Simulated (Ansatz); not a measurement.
Crystal: SiNi2.

```xyz
12
Lattice="4.9900 0.0000 0.0000 0.0000 3.7200 0.0000 0.0000 0.0000 7.0300" Properties=species:S:1:pos:R:3 pbc="T T T"
Ni    1.6218    2.7900    6.5871
Ni    3.3683    0.9300    0.4429
Ni    0.8732    0.9300    3.0721
Ni    4.1167    2.7900    3.9579
Ni    2.2854    2.7900    2.0879
Ni    2.7046    0.9300    4.9421
Ni    0.2096    0.9300    5.6029
Ni    4.7804    2.7900    1.4271
Si    3.9221    2.7900    6.2286
Si    1.0679    0.9300    0.8014
Si    3.5629    0.9300    2.7136
Si    1.4271    2.7900    4.3164
```

- Program: Ansatz 0.2.0
- Task: relaxation of cell and atoms
- Functional: BLYP
- Potentials or basis: Ansatz PAW
- Cutoff: 420 eV (not typed: the program's choice for these potentials)
- k mesh: 6 × 7 × 4
- Occupations: fermi-dirac, width 0.05 eV
- Spin: collinear spin, ferromagnetic start
- Starting moments: [1.0, 1.0, 1.0, 1.0, 1.0, 1.0, 1.0, 1.0, 0.0, 0.0, 0.0, 0.0] μB

At the start: volume 10.87 Å³/atom.

Problem. Where does the relaxation end?

Solution. It ends after 18 steps and the volume is 11.97 Å³/atom (+10.1 %); space group Pnma (No. 62, to 0.05 Å); moment 0.00 μB per cell.

Step by step:
| step | energy change (eV) | largest force (eV/Å) | volume (Å³) |
| --- | --- | --- | --- |
| 1 | 0.0000 | 0.3685 | 130.50 |
| 2 | -0.2772 | 0.2637 | 134.94 |
| 3 | -0.4093 | 0.1376 | 139.60 |
| 4 | -0.4811 | 0.0800 | 140.87 |
| 5 | -0.4857 | 0.0167 | 141.29 |
| 6 | -0.4861 | 0.0018 | 141.25 |
| 7 | -0.5026 | 0.0021 | 141.25 |
| 8 | -0.5046 | 0.0071 | 141.60 |
| 9 | -0.5097 | 0.0157 | 142.23 |
| 10 | -0.5211 | 0.0396 | 142.90 |
| 11 | -0.5356 | 0.1061 | 143.62 |
| 12 | -0.5472 | 0.0276 | 143.48 |
| 13 | -0.5480 | 0.0078 | 143.41 |
| 14 | -0.5480 | 0.0060 | 143.45 |
| 15 | -0.5574 | 0.0061 | 143.45 |
| 16 | -0.5587 | 0.0035 | 143.59 |
| 17 | -0.5589 | 0.0036 | 143.68 |
| 18 | -0.5590 | 0.0036 | 143.68 |

Final structure:
```cif
data_structure
_symmetry_space_group_name_H-M 'P 1'
_symmetry_Int_Tables_number 1
_cell_length_a 5.8985
_cell_length_b 3.5128
_cell_length_c 6.9340
_cell_angle_alpha 90.000
_cell_angle_beta 90.000
_cell_angle_gamma 90.000
_cell_volume 143.68
loop_
_atom_site_label
_atom_site_type_symbol
_atom_site_fract_x
_atom_site_fract_y
_atom_site_fract_z
_atom_site_occupancy
Ni1 Ni 0.36077 0.75000 0.93655 1
Ni2 Ni 0.63923 0.25000 0.06345 1
Ni3 Ni 0.13923 0.25000 0.43655 1
Ni4 Ni 0.86077 0.75000 0.56345 1
Ni5 Ni 0.46357 0.75000 0.33770 1
Ni6 Ni 0.53643 0.25000 0.66230 1
Ni7 Ni 0.03643 0.25000 0.83770 1
Ni8 Ni 0.96357 0.75000 0.16230 1
Si1 Si 0.74823 0.75000 0.87117 1
Si2 Si 0.25177 0.25000 0.12883 1
Si3 Si 0.75177 0.25000 0.37117 1
Si4 Si 0.24823 0.75000 0.62883 1
```

Caveat: the plane-wave basis is chosen anew once the cell has moved, so the energies of steps on either side of that aren't comparable; the volume moved by +10 % from the deposited cell, more than functionals usually miss; the PAW data sets come from PBE, with cores solved anew for the run's functional, which leaves a small shift of forces and pressure; the starting moments weren't kept.
